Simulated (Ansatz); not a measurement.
## C2H4AlN, SMILES N#C[CH2][AlH2]: a rigid scan of one bond length, step by step

Program: Ansatz's Python interface.

Run as a notebook:

```python
from dataclasses import dataclass

import ansatz as az
from ase import Atoms
import matplotlib.pyplot as plt
import numpy as np
```

```python
@dataclass
class Settings:
    basis: str = 'cc-pVDZ'
    xc: str = 'R2SCAN0'
```

```python
cfg = Settings()
```

```python
atoms = Atoms(['N', 'C', 'C', 'Al', 'H', 'H', 'H', 'H'], positions=[
    [-0.3093, 1.023, 2.4309],
    [0.0111, 0.83, 1.348],
    [0.4547, 0.5382, -0.0181],
    [-0.612, -0.8303, -0.8412],
    [1.5297, 0.1471, 0.0253],
    [0.4612, 1.4776, -0.6173],
    [-0.4776, -1.1099, -2.3967],
    [-0.9657, -2.1328, 0.0133],
])
system = az.Crystal.molecule_from_ase(atoms)
```

```python
symbols = [site.symbol for site in system.cartesian_sites]
start = np.array([site.position_ang for site in system.cartesian_sites])
axis = (start[4] - start[2]) / np.linalg.norm(start[4] - start[2])
moving = [4]
lengths, energies = [0.97, 1.05, 1.14, 1.26, 1.43, 1.72, 2.06, 2.52], []
for length in lengths:
    xyz = start.copy()
    xyz[moving] += (length - np.linalg.norm(start[4] - start[2])) * axis
    point = az.Crystal.molecule()
    for symbol, place in zip(symbols, xyz):
        point = point.atom(symbol, place.tolist())
    job = point.calculation()
    job = job.basis(gaussian=cfg.basis).functional(cfg.xc)
    rep = job.run(threads=1).report
    energies.append(rep['free_energy_ev'])
    print(f'r = {length:6.3f} A  E = {energies[-1]:.5f} eV  <S^2> = {abs(rep["mean_field"]["state"]["spin_squared"]):.3f}')

print('energy above the lowest point (eV):', [round(e - min(energies), 3) for e in energies])
plt.figure(figsize=(4.5, 3))
plt.plot(lengths, np.array(energies) - min(energies), 'o-')
plt.xlabel('bond length (A)')
plt.ylabel('E - E(min) (eV)')
plt.tight_layout()
plt.savefig('scan.png', dpi=100)
```

    r =  0.970 A  E = -10221.11060 eV  <S^2> = 0.000
    r =  1.050 A  E = -10221.43488 eV  <S^2> = 0.000
    r =  1.140 A  E = -10221.45841 eV  <S^2> = 0.000
    r =  1.260 A  E = -10221.16565 eV  <S^2> = 0.000
    r =  1.430 A  E = -10220.46170 eV  <S^2> = 0.000
    r =  1.720 A  E = -10219.11564 eV  <S^2> = 0.000
    r =  2.060 A  E = -10217.76009 eV  <S^2> = 0.000
    r =  2.520 A  E = -10216.44607 eV  <S^2> = 0.000
    energy above the lowest point (eV): [0.348, 0.024, 0.0, 0.293, 0.997, 2.343, 3.698, 5.012]

What to keep in mind:
- Total energies depend on the basis set; only differences at equal settings carry meaning.
- The rest of the molecule is held rigid at a force-field or estimated start geometry, and the basis set is modest; single-reference methods fail as a bond breaks.
- The orbitals are restricted, so S² is zero by construction.
- Toward dissociation an unrestricted state can lie under the restricted one, by tenths of an eV for polar bonds under a functional and by 1 to 2 eV or more for others.
- Hardware and time: 55 s on 1 thread of Arm Neoverse N1, on a shared host, peak memory 0.26 GiB.
